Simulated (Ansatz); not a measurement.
# CsCdBO3: the cost of one run

Program: Ansatz 0.2.0. Level of theory: DFT r2SCAN, plane waves, PAW, scalar-relativistic, no spin polarisation. These are calculated values, not measurements.

## (1) The system as given

The cell holds 24 atoms (B4Cd4Cs4O12): a = 7.718 Å, b = 7.718 Å, c = 7.718 Å, α = 90.00°, β = 90.00°, γ = 90.00°.

Coordinates:

```
CELL_PARAMETERS angstrom
7.71820 0.00000 0.00000
0.00000 7.71820 0.00000
0.00000 0.00000 7.71820
ATOMIC_POSITIONS crystal
Cs 0.63924 0.13924 0.36076
Cs 0.13924 0.36076 0.63924
Cs 0.36076 0.63924 0.13924
Cs 0.86076 0.86076 0.86076
Cd 0.64529 0.35471 0.85471
Cd 0.14529 0.14529 0.14529
Cd 0.85471 0.64529 0.35471
Cd 0.35471 0.85471 0.64529
B 0.59879 0.59879 0.59879
B 0.40121 0.09879 0.90121
B 0.09879 0.90121 0.40121
B 0.90121 0.40121 0.09879
O 0.52304 0.08882 0.76580
O 0.23420 0.02304 0.41118
O 0.58882 0.73420 0.47696
O 0.02304 0.41118 0.23420
O 0.73420 0.47696 0.58882
O 0.08882 0.76580 0.52304
O 0.47696 0.58882 0.73420
O 0.76580 0.52304 0.08882
O 0.41118 0.23420 0.02304
O 0.97696 0.91118 0.26580
O 0.26580 0.97696 0.91118
O 0.91118 0.26580 0.97696
```

## (2) Run 1

90 steps of 1 fs under a Langevin thermostat at 900 K.

File input.yaml:

```yaml
accuracy: low
crystal:
  lattice:
    - [7.7182, 0.0, 0.0]
    - [0.0, 7.7182, 0.0]
    - [0.0, 0.0, 7.7182]
  atoms:
    - { symbol: Cs, position: [0.63924, 0.13924, 0.36076] }
    - { symbol: Cs, position: [0.13924, 0.36076, 0.63924] }
    - { symbol: Cs, position: [0.36076, 0.63924, 0.13924] }
    - { symbol: Cs, position: [0.86076, 0.86076, 0.86076] }
    - { symbol: Cd, position: [0.645294, 0.354706, 0.854706] }
    - { symbol: Cd, position: [0.145294, 0.145294, 0.145294] }
    - { symbol: Cd, position: [0.854706, 0.645294, 0.354706] }
    - { symbol: Cd, position: [0.354706, 0.854706, 0.645294] }
    - { symbol: B, position: [0.598793, 0.598793, 0.598793] }
    - { symbol: B, position: [0.401207, 0.098793, 0.901207] }
    - { symbol: B, position: [0.098793, 0.901207, 0.401207] }
    - { symbol: B, position: [0.901207, 0.401207, 0.098793] }
    - { symbol: O, position: [0.523044, 0.088821, 0.765798] }
    - { symbol: O, position: [0.234202, 0.023044, 0.411179] }
    - { symbol: O, position: [0.588821, 0.734202, 0.476956] }
    - { symbol: O, position: [0.023044, 0.411179, 0.234202] }
    - { symbol: O, position: [0.734202, 0.476956, 0.588821] }
    - { symbol: O, position: [0.088821, 0.765798, 0.523044] }
    - { symbol: O, position: [0.476956, 0.588821, 0.734202] }
    - { symbol: O, position: [0.765798, 0.523044, 0.088821] }
    - { symbol: O, position: [0.411179, 0.234202, 0.023044] }
    - { symbol: O, position: [0.976956, 0.911179, 0.265798] }
    - { symbol: O, position: [0.265798, 0.976956, 0.911179] }
    - { symbol: O, position: [0.911179, 0.265798, 0.976956] }
basis:
  ecutwfc: 500.0
kpoints:
  mp_grid: { grid: [2, 2, 2] }
hamiltonian:
  xc: r2scan
scf:
  occupations: { method: fermi_dirac, width: 0.05 }
  lower_state_search: "off"
md:
  timestep: 1
  n_steps: 90
  ensemble: nvt_langevin
  temperature: 900.0
  initial_velocities: maxwell_boltzmann
  seed: 422594
  friction: 0.05
```

Run with:

```console
$ ansatz run input.yaml --threads 4 --pin off --max-ram 10240MiB --backend cpu --events-out ev --progress --plain --runs-dir out
```

**Question.** How long does this run take on 4 threads of AMD EPYC 7R13 (Zen 3), shared host, and how much memory does it need?

About 21 min, with a peak of 2.6 GiB.
